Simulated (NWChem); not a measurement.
# A workflow on the pair BH2S2F···BH3O

Wanted: a single-point energy (singlet B2H5S2OF, MP2/6-31G*), then a single-point energy (singlet BH2S2F, MP2/6-31G*), then a single-point energy (singlet BH3O, MP2/6-31G*), then the energy (singlet BH2S2F, MP2/6-31G*), then a single-point energy (singlet BH3O, MP2/6-31G*) of B2FH5OS2 and its partners. 

The results are computed with NWChem 7.3.0.

## (1) The system as given

B2H5S2OF: 11 atoms, total charge 0, spin state singlet. The two molecules were placed rigidly side by side, at 1 times their contact distance; the pair isn't optimised.

Bond lengths: F1–B2 1.328 Å, B2–S3 1.805 Å, B2–S4 1.805 Å, B7–O8 1.348 Å, S3–H5 1.343 Å, S4–H6 1.343 Å, B7–H9 1.196 Å, B7–H10 1.202 Å, O8–H11 0.961 Å. Angles: F1–B2–S3 120.5°, F1–B2–S4 120.5°, S3–B2–S4 119.0°, B2–S3–H5 94.6°, B2–S4–H6 94.6°, B7–O8–H11 113.5°, O8–B7–H9 116.8°, O8–B7–H10 120.7°, H9–B7–H10 122.5°.

## (2) A single-point energy at MP2/6-31G(d) (spherical functions) (run 1)

The input, nw.nw:

```
start nw
title "B2FH5OS2 mp2"
memory 2200 mb
charge 0

geometry units angstrom noautosym nocenter noautoz
F     -0.463930    -0.755220     1.020570
B     -0.008030    -0.013120     0.017770
S      1.748170    -0.016120    -0.400430
S     -1.134930     1.014380    -0.948530
H      2.086870    -0.886120     0.565470
H     -2.228130     0.656180    -0.254830
B     -3.107170     3.026900    -4.493810
O     -3.017590     2.172950    -3.455000
H     -3.419160     4.153620    -4.240600
H     -2.880770     2.655060    -5.613900
H     -2.764300     1.282500    -3.711630
end

basis spherical bse
* library 6-31G*
end

scf
singlet
rhf
thresh 1e-08
maxiter 80
noprint "final vectors analysis"
end

mp2
freeze core 14
tight
end

task mp2 energy
```

Command:

```console
$ nwchem nw.nw > nw.out
```

The log of the run:

```text
[...]
  functions       =   102
[...]
  wavefunction    = RHF
[...]
         Total SCF energy =  -1021.739118547397
      One-electron energy =  -2002.053099932298
      Two-electron energy =    683.918275657798
 Nuclear repulsion energy =    296.395705727103
        Time for solution =     17.6s
[...]
          Total MP2 energy         -1022.479886682427
[...]
```

It took 22 s on 1 thread of Intel Xeon Platinum 8559C (Emerald Rapids), shared host; peak memory 0.33 GiB.

## (3) BH2S2F: a single-point energy at MP2/6-31G(d) (spherical functions) (run 2)

The input, bfh2s2.nw:

```
start bfh2s2
title "BFH2S2"
memory stack 880 mb heap 220 mb global 1100 mb
charge 0

geometry units angstroms noautosym nocenter noautoz
  F    -0.463930   -0.755220    1.020570
  B    -0.008030   -0.013120    0.017770
  S     1.748170   -0.016120   -0.400430
  S    -1.134930    1.014380   -0.948530
  H     2.086870   -0.886120    0.565470
  H    -2.228130    0.656180   -0.254830
end

basis spherical bse
  * library 6-31G*
end

scf
  thresh 1e-08
  maxiter 80
  print low
end

mp2
  freeze core 12
  tight
end

task mp2 energy
```

Command:

```console
$ nwchem bfh2s2.nw > bfh2s2.out
```

The log of the run:

```text
[...]
  functions       =    68
[...]
  wavefunction    = RHF
[...]
         Total SCF energy =   -920.418874064219
      One-electron energy =  -1645.727967617674
      Two-electron energy =    538.272198251519
 Nuclear repulsion energy =    187.036895301937
        Time for solution =      8.9s
[...]
          Total MP2 energy          -920.904060870749
[...]
```

Wall time 11 s (1 thread of Intel Xeon Platinum 8559C (Emerald Rapids), shared host); peak memory 0.14 GiB.

## (4) BH3O: a single-point energy at MP2/6-31G(d) (spherical functions) (run 3)

The input, mol.nw:

```
start mol
memory total 2200 mb
charge 0

geometry noautosym nocenter noautoz
B    -3.107170    3.026900   -4.493810
O    -3.017590    2.172950   -3.455000
H    -3.419160    4.153620   -4.240600
H    -2.880770    2.655060   -5.613900
H    -2.764300    1.282500   -3.711630
end

basis spherical bse
* library 6-31G*
end

scf
thresh 1e-08
maxiter 80
noprint "final vectors analysis"
end

mp2
freeze core 2
tight
end

task mp2 energy
```

Command:

```console
$ nwchem mol.nw > mol.out
```

The log of the run:

```text
[...]
  functions       =    34
[...]
  wavefunction    = RHF
[...]
         Total SCF energy =   -101.319625038113
      One-electron energy =   -198.325792813258
      Two-electron energy =     66.601496565092
 Nuclear repulsion energy =     30.404671210052
        Time for solution =      0.8s
[...]
          Total MP2 energy          -101.573533390865
[...]
```

Wall time 1.5 s (1 thread of Intel Xeon Platinum 8559C (Emerald Rapids), shared host); peak memory 0.099 GiB.

## (5) BH2S2F among ghost functions: the energy at MP2/6-31G(d) (spherical functions, with ghost functions) (run 4)

The input, job.nw:

```
start job
title "BFH2S2 mp2"
memory 2200 mb

geometry units angstroms noautosym nocenter noautoz
F       -0.463930      -0.755220       1.020570
B       -0.008030      -0.013120       0.017770
S        1.748170      -0.016120      -0.400430
S       -1.134930       1.014380      -0.948530
H        2.086870      -0.886120       0.565470
H       -2.228130       0.656180      -0.254830
bqB     -3.107170     3.026900    -4.493810
bqO     -3.017590     2.172950    -3.455000
bqH     -3.419160     4.153620    -4.240600
bqH     -2.880770     2.655060    -5.613900
bqH     -2.764300     1.282500    -3.711630
end

basis spherical bse
F library 6-31G*
B library 6-31G*
S library 6-31G*
H library 6-31G*
bqB library B 6-31G*
bqO library O 6-31G*
bqH library H 6-31G*
end

scf
thresh 1e-08
maxiter 80
noprint "final vectors analysis"
end

mp2
freeze core 12
tight
end

task mp2
```

Command:

```console
$ nwchem job.nw > job.out
```

The log of the run:

```text
[...]
  functions       =   102
[...]
  wavefunction    = RHF
[...]
         Total SCF energy =   -920.418930569239
      One-electron energy =  -1645.724279106671
      Two-electron energy =    538.268453235495
 Nuclear repulsion energy =    187.036895301937
        Time for solution =     16.9s
[...]
          Total MP2 energy          -920.904324707631
[...]
```

Run time: 21 s. Hardware: 1 thread of Intel Xeon Platinum 8559C (Emerald Rapids), shared host; peak memory 0.27 GiB.

## (6) BH3O among ghost functions: the energy at MP2/6-31G(d) (spherical functions, with ghost functions) (run 5)

The input, bh3o.nw:

```
start bh3o
memory 2200 mb

geometry noautosym nocenter noautoz
B     -3.107170     3.026900    -4.493810
O     -3.017590     2.172950    -3.455000
H     -3.419160     4.153620    -4.240600
H     -2.880770     2.655060    -5.613900
H     -2.764300     1.282500    -3.711630
bqF     -0.463930    -0.755220     1.020570
bqB     -0.008030    -0.013120     0.017770
bqS      1.748170    -0.016120    -0.400430
bqS     -1.134930     1.014380    -0.948530
bqH      2.086870    -0.886120     0.565470
bqH     -2.228130     0.656180    -0.254830
end

basis spherical bse
B library 6-31G*
O library 6-31G*
H library 6-31G*
bqF library F 6-31G*
bqB library B 6-31G*
bqS library S 6-31G*
bqH library H 6-31G*
end

scf
nopen 0
rhf
thresh 1e-08
maxiter 80
print low
end

mp2
freeze core 2
tight
end

task mp2 energy
```

Command:

```console
$ nwchem bh3o.nw > bh3o.out
```

The log of the run:

```text
[...]
  functions       =   102
[...]
  wavefunction    = RHF
[...]
         Total SCF energy =   -101.320593841962
      One-electron energy =   -198.305387085965
      Two-electron energy =     66.580122033951
 Nuclear repulsion energy =     30.404671210052
        Time for solution =     11.3s
[...]
          Total MP2 energy          -101.575140029544
[...]
```

Run time: 15 s. Hardware: 1 thread of Intel Xeon Platinum 8559C (Emerald Rapids), shared host; peak memory 0.2 GiB.

## (7) What came out

| quantity | value |
| --- | --- |
| run 1, MP2/6-31G*: total energy | -1022.47989 Eh |
| run 1, MP2/6-31G*: correlation energy (14 core orbitals frozen) | -740.8 mEh |
| BH2S2F: total energy | -920.90406 Eh |
| BH2S2F: correlation energy (12 core orbitals frozen) | -485.2 mEh |
| BH3O: total energy | -101.57353 Eh |
| BH3O: correlation energy (2 core orbitals frozen) | -253.9 mEh |
| BH2S2F among ghost functions: total energy | -920.90432 Eh |
| BH2S2F among ghost functions: correlation energy (12 core orbitals frozen) | -485.4 mEh |
| BH3O among ghost functions: total energy | -101.57514 Eh |
| BH3O among ghost functions: correlation energy (2 core orbitals frozen) | -254.5 mEh |
| interaction energy of the rigid parts BH2S2F and BH3O (parts in their own basis; closest atoms 3.22 Å apart) | -0.062 eV |
| interaction energy of the rigid parts BH2S2F and BH3O (parts in the whole basis, counterpoise; closest atoms 3.22 Å apart) | -0.011 eV |

**Reading.** The interaction energy of the rigid parts BH2S2F and BH3O (parts in their own basis; closest atoms 3.22 Å apart) is −0.06 eV (−6.0 kJ/mol): the parts attract. Without counterpoise this holds the superposition error of the basis. The interaction energy of the rigid parts BH2S2F and BH3O (parts in the whole basis, counterpoise; closest atoms 3.22 Å apart) is −0.01 eV (−1.1 kJ/mol). The basis-set superposition error is 4.9 kJ/mol.
